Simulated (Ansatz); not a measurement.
**CAM-B3LYP/def2-TZVP run of GeClF (SMILES [F][Ge][Cl])**

Aim: the electronic atomisation energy of GeClF at CAM-B3LYP/def2-TZVP, from 4 runs. 

Program for the calculation: Ansatz 0.2.0.

33 further runs of the same task are left out: 33 set aside as unsound or not needed.

## Step 1: The structure to begin with

The species is GeClF (3 atoms), meant as a singlet with charge 0. SMILES: `[F][Ge][Cl]`. The shape is that of a PBE0-D4/def2-TZVP optimisation.

Bond lengths: F1–Ge2 1.748 Å, Ge2–Cl3 2.180 Å. Angles: F1–Ge2–Cl3 98.3°.

## Step 2: A single-point energy at CAM-B3LYP/def2-TZVP

job.yaml

```yaml
crystal:
  periodic: [false, false, false]
  atoms:
    - symbol: F
      position_ang: [0.110400, 1.418700, 0.206200]
    - symbol: Ge
      position_ang: [-0.762800, 0.035600, -0.410300]
    - symbol: Cl
      position_ang: [0.641600, -1.519100, 0.191000]
basis:
  gaussian: {orbitals: def2-TZVP}
hamiltonian: {xc: {name: CAM-B3LYP}}
output: {orbitals: {seedname: orbitals}}
accuracy: high
```

Command:

```sh
$ ansatz run job.yaml --threads 1 --pin off --max-ram 3480MiB --events-out events.jsonl --progress --plain --runs-dir runs
```

What it wrote:

```text
Warning: RAYON_NUM_THREADS=1 ignored (pool sized by the plan → 1); use --threads N
Functional definition: CAM-B3LYP
  name "CAM-B3LYP"
  parameter alpha = 0.19
  parameter beta = 0.46
  parameter omega = 0.33/bohr
  parameter ac = 0.81
  exchange = (1 - alpha - beta)*b88_x + beta*b88_x_sr(omega) + alpha*exact_x + beta*exact_x_lr(omega)
  correlation = (1 - ac)*vwn5_c + ac*lyp_c
1709 factors; integrals over basis functions are off by at most 4.6e-9 eV
323 factors; integrals over basis functions are off by at most 1.6e-9 eV
mean field evaluation 1: about -71761.7883 eV, gradient 4.3e1 eV
mean field evaluation 2: about -71756.9995 eV, gradient 7.5e1 eV
mean field evaluation 4: about -71764.6677 eV, gradient 2.2e0 eV
mean field evaluation 8: about -71764.7262 eV, gradient 2.6e-1 eV
mean field evaluation 16: about -71764.7264 eV, gradient 3.4e-5 eV
mean field -71764.72635286 eV, -2637.3050495891 hartree, gradient 4.5e-8 eV, S^2 0.000000; 0 other end points of the search recorded, 0 dependent functions left out
reference -71764.72636681 eV, -2637.3050501016 hartree; 29, 29 occupied and 87, 87 virtual orbitals, 1709 factors
Total energy: -71764.72636681 eV, -2637.3050501016 hartree
```

Run time: 7.8 s. Hardware: 1 thread of Arm Neoverse V2, shared host; peak memory 0.38 GiB.

## Step 3: The Cl atom at the same level

job.yaml

```yaml
crystal:
  periodic: [false, false, false]
  atoms:
    - {symbol: Cl, position_ang: [0.000000, 0.000000, 0.000000]}
basis:
  gaussian:
    orbitals: def2-TZVP
magnetization:
  spin_polarized: true
  initial_magnetization: 1
hamiltonian:
  xc: {name: CAM-B3LYP}
accuracy: high
```

Run the same way, it converges to -460.16613 Eh (log not shown).

## Step 4: The F atom, same level

in.yaml

```yaml
crystal:
  periodic: [false, false, false]
  atoms:
    - symbol: F
      position_ang: [0.000000, 0.000000, 0.000000]
basis:
  gaussian: {orbitals: def2-TZVP}
magnetization: {spin_polarized: true, initial_magnetization: 1}
hamiltonian: {xc: {name: CAM-B3LYP}}
accuracy: high
```

Command:

```sh
$ ansatz run in.yaml --threads 1 --pin off --max-ram 3480MiB --events-out events.jsonl --progress --plain --runs-dir runs
```

What it wrote:

```text
Warning: RAYON_NUM_THREADS=1 ignored (pool sized by the plan → 1); use --threads N
Functional definition: CAM-B3LYP
  name "CAM-B3LYP"
  parameter alpha = 0.19
  parameter beta = 0.46
  parameter omega = 0.33/bohr
  parameter ac = 0.81
  exchange = (1 - alpha - beta)*b88_x + beta*b88_x_sr(omega) + alpha*exact_x + beta*exact_x_lr(omega)
  correlation = (1 - ac)*vwn5_c + ac*lyp_c
309 factors; integrals over basis functions are off by at most 2.7e-9 eV
93 factors; integrals over basis functions are off by at most 1.6e-9 eV
mean field evaluation 1: about -2714.1605 eV, gradient 6.7e0 eV
mean field evaluation 2: about -2714.2389 eV, gradient 2.1e0 eV
mean field evaluation 4: about -2714.2500 eV, gradient 5.4e-2 eV
mean field evaluation 8: about -2714.2501 eV, gradient 1.6e-3 eV
mean field evaluation 16: about -2714.2501 eV, gradient 4.5e-8 eV
mean field -2714.25013347 eV, -99.7468526202 hartree, gradient 4.5e-8 eV, S^2 0.751493; 0 other end points of the search recorded, 0 dependent functions left out
reference -2714.25014007 eV, -99.7468528629 hartree; 5, 4 occupied and 26, 27 virtual orbitals, 309 factors
Total energy: -2714.25014007 eV, -99.7468528629 hartree
```

Run time: 0.5 s. Hardware: 1 thread of Arm Neoverse V2, shared host.

## Step 5: The Ge atom, same level

molecule.yaml

```yaml
crystal:
  periodic: [false, false, false]
  atoms:
    - {symbol: Ge, position_ang: [0.000000, 0.000000, 0.000000]}
basis:
  gaussian: {orbitals: def2-TZVP}
hamiltonian: {xc: {name: CAM-B3LYP}}
magnetization: {spin_polarized: true, initial_magnetization: 2}
accuracy: high
```

Run the same way, it converges to -2077.03810 Eh (log not shown).

## Step 6: Results

At CAM-B3LYP/def2-TZVP:

```
                     quantity           value
       molecule: total energy  -2637.30505 Eh
        molecule: HOMO energy        -9.75 eV
        molecule: LUMO energy        -1.82 eV
      molecule: HOMO–LUMO gap         7.93 eV
        Cl atom: total energy   -460.16613 Eh
                Cl atom: ⟨S²⟩           0.753
         F atom: total energy    -99.74685 Eh
                 F atom: ⟨S²⟩           0.751
        Ge atom: total energy  -2077.03810 Eh
                Ge atom: ⟨S²⟩           2.003
electronic atomisation energy        9.632 eV
```

In words: Taking the molecule apart into free atoms costs 9.63 eV (222 kcal/mol), before zero-point energy and without spin-orbit coupling.
